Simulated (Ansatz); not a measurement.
# CeMg2: the cost of one run

All numbers below are computed with Ansatz 0.2.0 (DFT PBE, plane waves, PAW, scalar-relativistic, no spin polarisation).

**1. The structure to begin with**

The cell holds 24 atoms (Ce8Mg16): a = 8.904 Å, b = 8.904 Å, c = 8.904 Å, α = 90.00°, β = 90.00°, γ = 90.00°.

The coordinates stand in the first input below.

**2. Run 1**

80 steps of 1.5 fs under a Nosé-Hoover thermostat at 2800 K.

input.yaml

```yaml
accuracy: low
crystal:
  lattice:
    - [8.903565, 0.0, 0.0]
    - [0.0, 8.903565, 0.0]
    - [0.0, 0.0, 8.903565]
  atoms:
    - { symbol: Ce, position: [0.0, 0.0, 0.0] }
    - { symbol: Ce, position: [0.25, 0.25, 0.25] }
    - { symbol: Mg, position: [0.625, 0.625, 0.625] }
    - { symbol: Mg, position: [0.625, 0.375, 0.375] }
    - { symbol: Mg, position: [0.375, 0.625, 0.375] }
    - { symbol: Mg, position: [0.375, 0.375, 0.625] }
    - { symbol: Ce, position: [0.5, 0.5, 0.0] }
    - { symbol: Ce, position: [0.75, 0.75, 0.25] }
    - { symbol: Mg, position: [0.125, 0.125, 0.625] }
    - { symbol: Mg, position: [0.125, 0.875, 0.375] }
    - { symbol: Mg, position: [0.875, 0.125, 0.375] }
    - { symbol: Mg, position: [0.875, 0.875, 0.625] }
    - { symbol: Ce, position: [0.5, 0.0, 0.5] }
    - { symbol: Ce, position: [0.75, 0.25, 0.75] }
    - { symbol: Mg, position: [0.125, 0.625, 0.125] }
    - { symbol: Mg, position: [0.125, 0.375, 0.875] }
    - { symbol: Mg, position: [0.875, 0.625, 0.875] }
    - { symbol: Mg, position: [0.875, 0.375, 0.125] }
    - { symbol: Ce, position: [0.0, 0.5, 0.5] }
    - { symbol: Ce, position: [0.25, 0.75, 0.75] }
    - { symbol: Mg, position: [0.625, 0.125, 0.125] }
    - { symbol: Mg, position: [0.625, 0.875, 0.875] }
    - { symbol: Mg, position: [0.375, 0.125, 0.875] }
    - { symbol: Mg, position: [0.375, 0.875, 0.125] }
basis:
  ecutwfc: 420.0
kpoints:
  mp_grid: { grid: [2, 2, 2] }
hamiltonian:
  xc: pbe
scf:
  occupations: { method: fermi_dirac, width: 0.24 }
  lower_state_search: "off"
md:
  timestep: 1.5
  n_steps: 80
  ensemble: nvt_nose_hoover
  temperature: 2800.0
  initial_velocities: maxwell_boltzmann
  seed: 398639
  nose_hoover: { tau: 100.0, chain_length: 5 }
```

Run with:

```console
> ansatz run input.yaml --threads 4 --pin off --max-ram 10240MiB --backend cpu --events-out ev --progress --plain --runs-dir out
```

What time and memory should one allow on 4 threads of Arm Neoverse V2, shared host?

About 18 min, with a peak of 4.2 GiB.
